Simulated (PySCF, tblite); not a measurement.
# C3H6BO radical: geometry, infrared bands and EPR parameters

Aim: predict the infrared bands and EPR parameters of C3H6BO radical (`[H]/[C]=C/BOC`).

Programs: tblite 0.8.0 and PySCF 2.14.0, with density-fitted response routines of our own. Each step states its level of theory. These are calculated values for one molecule in the gas phase, unless marked as measured. Atoms are numbered from 0 throughout.

**1. The starting structure**

11 atoms, charge 0, multiplicity 2; geometry from: force field or distance geometry start.

Bonds of the start (Å): C0–C1 1.35, C1–B2 1.55, B2–O3 1.46, O3–C4 1.39, C0–H5 1.08, C1–H6 1.08, B2–H7 1.21, C4–H8 1.13, C4–H9 1.12, C4–H10 1.12.

**2. Geometry optimisation with GFN2-xTB**

What the job is given:

```
{"job": {"kind": "relax", "xc": "GFN2-xTB", "basis": "xTB"}, "charge": 0, "multiplicity": 2}
C      1.733700    -0.741900     0.477600
C      1.343400     0.285800    -0.300300
B      0.126100     1.170700     0.075700
O     -1.252700     0.847700    -0.298300
C     -1.623200    -0.450400     0.050000
H      2.579900    -1.369500     0.229600
H      1.898600     0.518900    -1.202300
H      0.325300     2.244000     0.592300
H     -0.745700    -1.088200     0.355100
H     -2.362800    -0.497900     0.884200
H     -2.017100    -0.916600    -0.889600
```

Launch:

```
$ OMP_NUM_THREADS=1 python probes_run.py task.json out
```

This one command runs all jobs of the session in turn.

**Question.** This job is followed by: GFN2-xTB harmonic vibrations, gas phase; UKS B3LYP, pcH-1 on B C H O, non-relativistic, mean-field spin-orbit, GIAO. Predict these results of the whole session: strongest single infrared mode (GFN2-xTB); zero-point energy (GFN2-xTB); g(iso) (B3LYP); ⟨S²⟩; largest a(iso) (averaged by class); surface potential, 1st and 99th percentile.

**Answer**, as computed:

| quantity | value |
| --- | --- |
| strongest single infrared mode (GFN2-xTB) | 2618 cm⁻¹, 169 km/mol |
| zero-point energy (GFN2-xTB) | 50.4 kcal/mol |
| g(iso) (B3LYP) | 2.00225 |
| ⟨S²⟩ | 0.759 (exact 0.75) |
| largest a(iso) (averaged by class) | 13C on C0, 345.0 MHz |
| surface potential, 1st and 99th percentile | -1.20 V and 1.10 V |

Relaxing lowered the energy by 1.150 eV in 88 steps; the close pair that moved most is B2–O3, from 1.465 to 1.325 Å. No mode is imaginary among the 27: a minimum at this level. The strongest single mode, at 2618 cm⁻¹, moves mainly H7. Unscaled tight-binding wavenumbers are off by several per cent, some by more. Its intensities can rank the bands wrongly. Most of the unpaired spin sits on C0 (0.90 e). The isotropic g lies 0.1 ppt below the free-electron value.
